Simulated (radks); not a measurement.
# Taking charge from the 3s level of Pm⁴⁵⁺ in fractions

What happens to E and to the 3s eigenvalue of Pm⁴⁵⁺ when a fraction of an electron is removed? The exact functional would give straight lines between whole numbers for a frontier level.

Program: radks (a radial shooting solver on a logarithmic mesh, Libxc functionals) version 1. Level of theory: scalar-relativistic Kohn-Sham, LDA (Slater exchange, Perdew-Wang correlation), spin-polarised, spherical densities, finite nucleus; open shells are filled with parallel spins first. These are calculated values, not measurements, unless marked.

### 1 Starting point

- element: promethium (Z = 61)
- charge: +45
- electrons: 16
- configuration: [Ne] 3s(up 1, down 1) 3p4
- nuclear rms radius: 4.962 fm

A shell typed twice in an input gives spin up, then spin down.

### 2 Start: [Ne] 3s(up 1, down 1) 3p4

The run's settings:

```text
Z 61
configuration [Ne] 3s1 3s1 3p4
relativity scalar-relativistic
functional lda,pw
spin polarised
nucleus finite rms 4.962 fm
c 137.035999084
```

### 3 0.25 electron removed from 3s

The run's settings:

```text
Z 61
configuration [Ne] 3s1 3s0.75 3p4
relativity scalar-relativistic
functional lda,pw
spin polarised
nucleus finite rms 4.962 fm
c 137.035999084
```

### 4 0.5 electron removed from 3s

The run's settings:

```text
Z 61
configuration [Ne] 3s1 3s0.5 3p4
relativity scalar-relativistic
functional lda,pw
spin polarised
nucleus finite rms 4.962 fm
c 137.035999084
```

### 5 0.75 electron removed from 3s

The run's settings:

```text
Z 61
configuration [Ne] 3s1 3s0.25 3p4
relativity scalar-relativistic
functional lda,pw
spin polarised
nucleus finite rms 4.962 fm
c 137.035999084
```

### 6 1 electron removed from 3s

The run's settings:

```text
Z 61
configuration [Ne] 3s1 3s0 3p4
relativity scalar-relativistic
functional lda,pw
spin polarised
nucleus finite rms 4.962 fm
c 137.035999084
```

What does the calculation give? Wanted: for each run, removed; E − E(0); eigenvalue; E minus straight line.

The runs gave:

```
removed (e)  E − E(0) (eV)  eigenvalue (eV)  E minus straight line (eV)
          0          0.000          -3939.1                       0.000
       0.25         987.29          -3961.7                      -8.410
        0.5         1980.2          -3984.2                     -11.178
       0.75         2978.7          -4006.4                      -8.353
          1         3982.8          -4028.3                       0.000
```

In words: Removing the whole electron costs 3982.8 eV, against 3939.1 eV from minus the starting eigenvalue. Slater's transition state, half an electron removed, gives 3984.2 eV. The trapezoid integral of minus the eigenvalue gives 3984.0 eV over the range, against 3982.8 eV from the energies (Janak's theorem; approximate here, since the scalar-relativistic density holds large components alone). The eigenvalue moves by 89.2 eV per electron. E bends below the straight line by 11.18 eV at 0.5 electron removed.
